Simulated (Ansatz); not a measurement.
# Si2H3Cl2 radical: up Jacob's ladder to CCSD(T)

The task here is to estimate one member of a computed series from the others.

Method: functionals in def2-TZVPP, the program's frozen cores in correlated methods; program: Ansatz 0.2.0, Gaussian basis.

Levels to be run: LDA (SPW92), PBE-D4, revPBE-D4, BLYP-D4, r2SCAN-D4, B97M-V, PBE0-D4, B3LYP-D4, r2SCANh-D4, r2SCAN0-D4, HSE06-D4, BHLYP-D4, CAM-B3LYP-D4, LC-ωPBE, ωB97X-V, ωB97M-V, B2PLYP, PBE-QIDH; CCSD(T)/def2-SVP; CCSD(T)/def2-TZVPP; MP2/def2-QZVPP; extrapolation to the limit; RPA on PBE.

**Structure used throughout**

All runs share one geometry, relaxed beforehand with PBE0-D4 in a triple-zeta def2 set.

SMILES `Cl[SiH][SiH2]Cl`, 7 atoms, charge 0, spin multiplicity 2.

Atoms are counted from 1 here; the program's logs count them from 0.

Bond lengths: Cl1–Si2 2.062 Å, Si2–Si3 2.336 Å, Si2–H5 1.490 Å, Si3–Cl4 2.060 Å, Si3–H6 1.485 Å, Si3–H7 1.482 Å. Angles: Cl1–Si2–Si3 109.1°, Cl1–Si2–H5 107.9°, Si3–Si2–H5 113.8°, Si2–Si3–Cl4 106.7°, Si2–Si3–H6 113.3°, Si2–Si3–H7 110.1°, Cl4–Si3–H6 108.2°, Cl4–Si3–H7 108.8°, H6–Si3–H7 109.5°.

As a file:

```tsv
atom	x (Å)	y (Å)	z (Å)
Cl1	1.2079	0.8355	-2.3791
Si2	0.6589	1.1674	-0.4190
Si3	-0.1965	-0.8114	0.4807
Cl4	-0.7967	-0.3783	2.4031
H5	-0.3052	2.3028	-0.3998
H6	-1.3698	-1.3369	-0.2633
H7	0.8627	-1.8472	0.5318
```

Set-up of the first run:

in.yaml reads:

```yaml
crystal:
  periodic: [false, false, false]
  atoms:
    - {symbol: Cl, position_ang: [1.207886, 0.835545, -2.379096]}
    - {symbol: Si, position_ang: [0.658923, 1.167432, -0.419012]}
    - {symbol: Si, position_ang: [-0.196547, -0.811407, 0.480726]}
    - {symbol: Cl, position_ang: [-0.796699, -0.378342, 2.403117]}
    - {symbol: H, position_ang: [-0.305235, 2.302840, -0.399790]}
    - {symbol: H, position_ang: [-1.369844, -1.336880, -0.263332]}
    - {symbol: H, position_ang: [0.862715, -1.847189, 0.531787]}
basis:
  gaussian: {orbitals: def2-TZVPP}
magnetization: {spin_polarized: true, initial_magnetization: 1}
hamiltonian: {xc: lda}
output: {orbitals: {seedname: orbitals}}
```

Among the steps run: LDA; PBE-D4 (GGA); revPBE-D4 (GGA); BLYP-D4 (GGA); r2SCAN-D4 (meta-GGA); B97M-V (meta-GGA); PBE0-D4 (hybrid); B3LYP-D4 (hybrid); r2SCANh-D4 (hybrid); r2SCAN0-D4 (hybrid); HSE06-D4 (hybrid); BHLYP-D4 (hybrid); CAM-B3LYP-D4 (range-separated); LC-ωPBE-D4 (range-separated; the results give it without D4); ωB97X-V (range-separated); ωB97M-V (range-separated); B2PLYP (double hybrid); PBE-QIDH (double hybrid).

One of the session's tables, all rows but one given; the rest of the session is left out.

It belongs to the step «Frontier levels by functional». 

```
  functional  HOMO (eV)  LUMO (eV)  gap (eV)
 LDA (SPW92)      -5.36      -4.34      1.02
      PBE-D4      -5.39      -3.93      1.45
   revPBE-D4      -5.37      -3.80      1.57
     BLYP-D4          ?          ?         ?
   r2SCAN-D4      -5.75      -3.55      2.20
      B97M-V      -5.53      -4.08      1.45
     PBE0-D4      -6.50      -3.08      3.42
    B3LYP-D4      -6.20      -3.42      2.78
  r2SCANh-D4      -6.15      -3.25      2.89
  r2SCAN0-D4      -6.75      -2.82      3.93
    HSE06-D4      -6.10      -3.46      2.65
    BHLYP-D4      -7.40      -2.27      5.12
CAM-B3LYP-D4      -7.66      -2.16      5.50
     LC-ωPBE      -9.10      -0.81      8.28
     ωB97X-V      -8.58      -1.31      7.27
     ωB97M-V      -8.21      -1.45      6.76
```

**Question.** Estimate the row for BLYP-D4.

Worked estimate for «HOMO (eV)». Against the share of exact exchange, B3LYP-D4 (0.2, -6.20), BHLYP-D4 (0.5, -7.40) give a slope of -4.00 per unit share; at 0 the line stands at -5.40.

As computed: HOMO (eV): -5.15; LUMO (eV): -3.92; gap (eV): 1.23. In «HOMO (eV)» the line misses by -0.25.
